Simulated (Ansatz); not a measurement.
# SiF3 (trifluorosilyl): UB2PLYP/aug-cc-pVDZ

Aim: the electronic atomisation energy of SiF3 (trifluorosilyl) at UB2PLYP/aug-cc-pVDZ, from 3 runs. 

The results are computed with Ansatz 0.2.0.

20 further runs of the same task are left out: 20 set aside as unsound or not needed.

### 1 Starting point

The species is SiF3 (4 atoms), meant as a doublet with charge 0. SMILES: `F[Si](F)F`. The coordinates come from a PBE0-D4/def2-TZVP relaxation.

Bond lengths: F1–Si2 1.581 Å, Si2–F3 1.581 Å, Si2–F4 1.581 Å. Angles: F1–Si2–F3 107.9°, F1–Si2–F4 107.9°, F3–Si2–F4 107.9°.

### 2 A single-point energy at UB2PLYP/aug-cc-pVDZ

File run.yaml:

```yaml
crystal:
  periodic: [false, false, false]
  atoms:
    - {symbol: F, position_ang: [0.784850, -0.507040, 1.151700]}
    - {symbol: Si, position_ang: [-0.282750, 0.213060, 0.234280]}
    - {symbol: F, position_ang: [-0.994260, -0.892250, -0.644340]}
    - {symbol: F, position_ang: [0.492160, 1.186230, -0.741640]}
basis:
  gaussian: {orbitals: aug-cc-pVDZ}
magnetization: {spin_polarized: true, initial_magnetization: 1}
hamiltonian: {xc: {name: B2PLYP}}
correlation: {frozen_orbitals: {F: 1, Si: 5}}
accuracy: high
output: {orbitals: {seedname: orbitals}}
```

Run with:

```
$ ansatz run run.yaml --threads 1 --pin off --max-ram 3480MiB --events-out events.jsonl --progress --plain --runs-dir runs
```

Log:

```text
Warning: RAYON_NUM_THREADS=1 ignored (pool sized by the plan → 1); use --threads N
Functional definition: B2PLYP
  name "B2PLYP"
  parameter a = 0.53
  parameter c = 0.27
  exchange = (1 - a)*b88_x + a*exact_x
  correlation = (1 - c)*lyp_c + c*(mp2_os + mp2_ss)
1923 factors; integrals over basis functions are off by at most 3.1e-9 eV
mean field evaluation 1: about -16014.0758 eV, gradient 3.4e1 eV
mean field evaluation 2: about -16014.0997 eV, gradient 3.4e1 eV
mean field evaluation 4: about -16017.7463 eV, gradient 1.1e0 eV
mean field evaluation 8: about -16017.7671 eV, gradient 3.1e-2 eV
mean field evaluation 16: about -16017.7671 eV, gradient 6.9e-6 eV
mean field -16017.76712692 eV, -588.6420846816 hartree, gradient 3.3e-8 eV, S^2 0.751498; 0 other end points of the search recorded, 0 dependent functions left out
8 core orbitals not correlated: weight in the atoms' cores, before any rotation towards them, 1.000 or more for the frozen orbitals, at most 0.000 for the correlated occupied ones
reference -16017.76715031 eV, -588.6420855415 hartree; 13, 12 occupied and 75, 76 virtual orbitals, 1923 factors
second order -22.46487187 eV of doubles, -0.00000000 eV of singles
Total energy: -16023.83266572 eV, -588.8649891214 hartree
```

Wall time 14 s (1 thread of Arm Neoverse V1, shared host); peak memory 0.41 GiB.

### 3 The F atom

File molecule.yaml:

```yaml
crystal:
  periodic: [false, false, false]
  atoms:
    - {symbol: F, position_ang: [0.000000, 0.000000, 0.000000]}
basis:
  gaussian: {orbitals: aug-cc-pVDZ}
correlation: {frozen_orbitals: {F: 1}}
magnetization: {spin_polarized: true, initial_magnetization: 1}
accuracy: high
hamiltonian: {xc: {name: B2PLYP}}
```

Run the same way, it converges to -99.67564 Eh (log not shown).

### 4 The Si atom at the same level

File input.yaml:

```yaml
crystal:
  periodic: [false, false, false]
  atoms:
    - {symbol: Si, position_ang: [0.000000, 0.000000, 0.000000]}
basis:
  gaussian: {orbitals: aug-cc-pVDZ}
magnetization: {spin_polarized: true, initial_magnetization: 2}
hamiltonian: {xc: {name: B2PLYP}}
correlation: {frozen_orbitals: {Si: 5}}
accuracy: high
```

Run with:

```
$ ansatz run input.yaml --threads 1 --pin off --max-ram 3480MiB --events-out events.jsonl --progress --plain --runs-dir runs
```

Log (excerpt; [...] marks lines left out):

```text
Warning: RAYON_NUM_THREADS=1 ignored (pool sized by the plan → 1); use --threads N
[... 2 set-up lines as earlier in the session ...]
[...]
231 factors; integrals over basis functions are off by at most 3.2e-9 eV
[...]
mean field -7870.43817884 eV, -289.2332682979 hartree, gradient 6.3e-9 eV, S^2 2.006596; 0 other end points of the search recorded, 0 dependent functions left out
5 core orbitals not correlated: weight in the atoms' cores, before any rotation towards them, 1.000 or more for the frozen orbitals, at most 0.000 for the correlated occupied ones
reference -7870.43819482 eV, -289.2332688852 hartree; 3, 1 occupied and 19, 21 virtual orbitals, 231 factors
second order -1.64795562 eV of doubles, -0.00000000 eV of singles
Total energy: -7870.88314284 eV, -289.2496204232 hartree
```

Run time: 0.94 s. Hardware: 1 thread of Arm Neoverse V1, shared host; peak memory 0.094 GiB.

### 5 Summary of results

At UB2PLYP/aug-cc-pVDZ, 8 core orbitals frozen:

| quantity | value |
| --- | --- |
| molecule: total energy | -588.86499 Eh |
| molecule: HOMO energy (SCF part's orbitals) (highest over α and β) | -9.29 eV |
| molecule: LUMO energy (SCF part's orbitals) (lowest over α and β) | -2.37 eV |
| molecule: ⟨S²⟩ | 0.751 |
| F atom: total energy | -99.67564 Eh |
| F atom: ⟨S²⟩ | 0.752 |
| Si atom: total energy | -289.24962 Eh |
| Si atom: ⟨S²⟩ | 2.007 |
| electronic atomisation energy | 16.013 eV |

What this shows: Taking the molecule apart into free atoms costs 16.01 eV (369 kcal/mol), before zero-point energy and without spin-orbit coupling.
